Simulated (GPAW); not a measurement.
Runs of GPAW 26.7.0 on NbTe. The structure is cubic, space group Pm-3m (No. 221). The conventional cell has a = 3.426 Å, b = 3.426 Å, c = 3.426 Å, α = 90.00°, β = 90.00°, γ = 90.00°. Nb (site symmetry m-3m) is surrounded by 8 Te at 2.97 Å. Te (site symmetry m-3m) has 8 Nb at 2.97 Å as nearest neighbours. The cell was built by a generator and needn't be a form met in nature.

| level | potentials or basis | eigensolver | older calculator (legacy_gpaw) | pressure (GPa) |
| --- | --- | --- | --- | --- |
| BLYP | PAW data sets generated in the run's folder for this functional, pw | davidson | - | 7.4 |
| PW91 | PAW data sets generated in the run's folder for this functional, pw | - | - | -0.6 |
| PBEsol | PAW data sets generated in the run's folder for this functional, pw | - | - | -6.2 |
| SCAN | GPAW PAW data sets (gpaw-data 1.2.1), pw | - | - | -4.1 |
| RPBE | the program's PAW data sets (release 1.2.1) made for this functional, pw | - | - | (b) |
| TPSS | GPAW PAW data sets (gpaw-data 1.2.1), pw | davidson | - | -3.0 |
| PBE | GPAW PAW data sets (gpaw-data 1.2.1), pw | - | - | (a) |

Alike in all rows: task band structure; no spin polarisation; cell as given; k mesh 8 × 8 × 8; cutoff (eV) 600; smearing fermi-dirac 0.05 eV.

Estimate the missing entries.

(a) -1.0; (b) 1.3.

Caveats: the PAW data sets were made with another functional, which shifts forces and pressure a little (some runs).
